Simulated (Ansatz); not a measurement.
**PbCl4 in a box, plane waves**

Ansatz 0.2.0, DFT PBE, scalar-relativistic, plane waves, PAW, molecule in a box. The geometry was relaxed with Gaussian bases (PBE0; Pb def2-SVP with ECP60, Cl def2-SVP).

```yaml
crystal:
  lattice:
    - [12.93, 0.0, 0.0]
    - [0.0, 12.93, 0.0]
    - [0.0, 0.0, 11.8]
  atoms:
    - { symbol: Pb, position: [0.50001005, 0.50001005, 0.50004153] }
    - { symbol: Cl, position: [0.65199227, 0.50001005, 0.61872712] }
    - { symbol: Cl, position: [0.50001005, 0.65199227, 0.38135593] }
    - { symbol: Cl, position: [0.34802784, 0.50001005, 0.61872712] }
    - { symbol: Cl, position: [0.50001005, 0.34802784, 0.38135593] }
basis:
  ecutwfc: 420
  ecutrho_ratio: 4
kpoints:
  mp_grid: { grid: [1, 1, 1] }
hamiltonian:
  xc: pbe
scf:
  occupations: { method: gaussian, width: 0.01 }
output:
  forces: true
  eigenvalues: true
  populations: true
```

Command:
```sh
ansatz run input.yaml --threads 2 --pin off --max-ram 5120MiB --backend cpu --events-out ev --progress --plain --runs-dir out
```
It took 4 s on 2 threads of Arm Neoverse V1, on a shared host, peak memory 0.96 GiB.

**Question.** How does the SCF go?

**Answer.** 
```
SCF iter   1: F=—  HF=-16227.448949 eV  |F-HF|=—  |Δ(HF+E_count)|=         —  Δρ=3.97e-4
preconditioner: auto → Resta (q_TF=auto, 1.436 Å⁻¹)  ε∞=1.2  [insulator: Δε(μ)=2.544 eV  Ē_g=9.450 eV  σ=0.010 eV  W_gap=1.00  n_s
SCF iter   2: F=—  HF=-16227.447857 eV  |F-HF|=—  |Δ(HF+E_count)|=   1.09e-3  Δρ=2.76e-4
SCF iter   3: F=—  HF=-16227.448437 eV  |F-HF|=—  |Δ(HF+E_count)|=   5.80e-4  Δρ=1.31e-4
SCF iter   4: F=—  HF=-16227.449550 eV  |F-HF|=—  |Δ(HF+E_count)|=   1.11e-3  Δρ=4.25e-5
SCF iter   5: F=—  HF=-16227.449896 eV  |F-HF|=—  |Δ(HF+E_count)|=   3.46e-4  Δρ=8.07e-6
SCF iter   6: F=—  HF=-16227.449896 eV  |F-HF|=—  |Δ(HF+E_count)|=   6.45e-8  Δρ=2.32e-6
SCF iter   7: F=-16227.449897 eV  HF=-16227.449897 eV  |F-HF|=4.93e-9  |Δ(HF+E_count)|=   6.65e-7  Δρ=2.86e-7
```

**Question.** Which levels lie next to the highest filled one (eV, counted from it)?

**Answer.** Filled: -1.80, -1.80, -0.24, -0.23, -0.18, -0.18, -0.18, 0.00, 0.00, 0.00. Empty: 2.54, 6.93, 6.93, 6.95, 7.54.

**Question.** What forces are left at this geometry, relaxed with Gaussian bases (eV/Å)?

**Answer.** 
```
Pb   0.00  0.00  0.00
Cl   0.04  0.00  0.02
Cl   0.00  0.04 -0.02
Cl  -0.04  0.00  0.02
Cl   0.00 -0.04 -0.02
```

The highest of the empty levels listed lie near the vacuum level and may be states of the box.

The forces come from the other functional as well as from the basis.
